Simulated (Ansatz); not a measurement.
**LuPd: a run for elastic constants**

Aim: a sound run for elastic constants of LuPd. The structure is shown as the input types it.

Computed with Ansatz 0.2.0 (DFT, PBEsol, all-electron LAPW, scalar-relativistic; elastic constants from stresses of strained cells (as first typed), unless a step's input says otherwise).

1 further run of the same task is left out (it didn't finish).

## Step 1: The system as given

The structure is cubic, space group Pm-3m (No. 221). Conventional cell: a = 3.389 Å, b = 3.389 Å, c = 3.389 Å, α = 90.00°, β = 90.00°, γ = 90.00°. Lu (site symmetry m-3m) has 8 Pd at 2.94 Å as nearest neighbours. Pd (site symmetry m-3m) is surrounded by 8 Lu at 2.94 Å.

Structure file:

```cif
data_structure
_symmetry_space_group_name_H-M 'Pm-3m'
_symmetry_Int_Tables_number 221
_cell_length_a 3.3892
_cell_length_b 3.3892
_cell_length_c 3.3892
_cell_angle_alpha 90.000
_cell_angle_beta 90.000
_cell_angle_gamma 90.000
_cell_volume 38.93
loop_
_atom_site_label
_atom_site_type_symbol
_atom_site_symmetry_multiplicity
_atom_site_Wyckoff_symbol
_atom_site_fract_x
_atom_site_fract_y
_atom_site_fract_z
_atom_site_occupancy
Lu1 Lu 1 a 0.00000 0.00000 0.00000 1
Pd1 Pd 1 b 0.50000 0.50000 0.50000 1
```

## Step 2: Input and run

The input, input.yaml:

```yaml
crystal:
  lattice:
    - [3.38924230343, 0.0, 0.0]
    - [0.0, 3.38924230343, 0.0]
    - [0.0, 0.0, 3.38924230343]
  atoms:
    - { symbol: Lu, position: [0.0, 0.0, 0.0] }
    - { symbol: Pd, position: [0.5, 0.5, 0.5] }
kpoints:
  mp_grid: { grid: [14, 14, 14] }
scf:
  occupations: { method: fermi_dirac, width: 0.1 }
hamiltonian:
  xc: pbesol
  pseudopotentials: { kind: all_electron, lapw: { basis_error: 0.0005 } }
elastic:
  mode: relaxed_ion
  stencil: four_point
  amplitude: 0.005
```

Launch:

```sh
ansatz run input.yaml --threads 1 --pin off --max-ram 2048MiB --backend cpu --events-out ev --progress --plain --runs-dir out
```

Q: Will this input give a usable result? If not, why, and what should change?

Nothing was computed: the input was turned down at the start. The line that matters: «memory limit exceeded: the `scf loop` phase of `strained cell` needs 2.13 GiB against the run's memory maximum of 2.00 GiB; largest carriers: full-potential basis 0.96 GiB, full-potential states 0.58 GiB ...»

The memory limit is under what the program plans for this job. It asks for 2.13 GiB, and 2.00 GiB are there.

Fix: delete hamiltonian.pseudopotentials.lapw.basis_error (the default then holds).
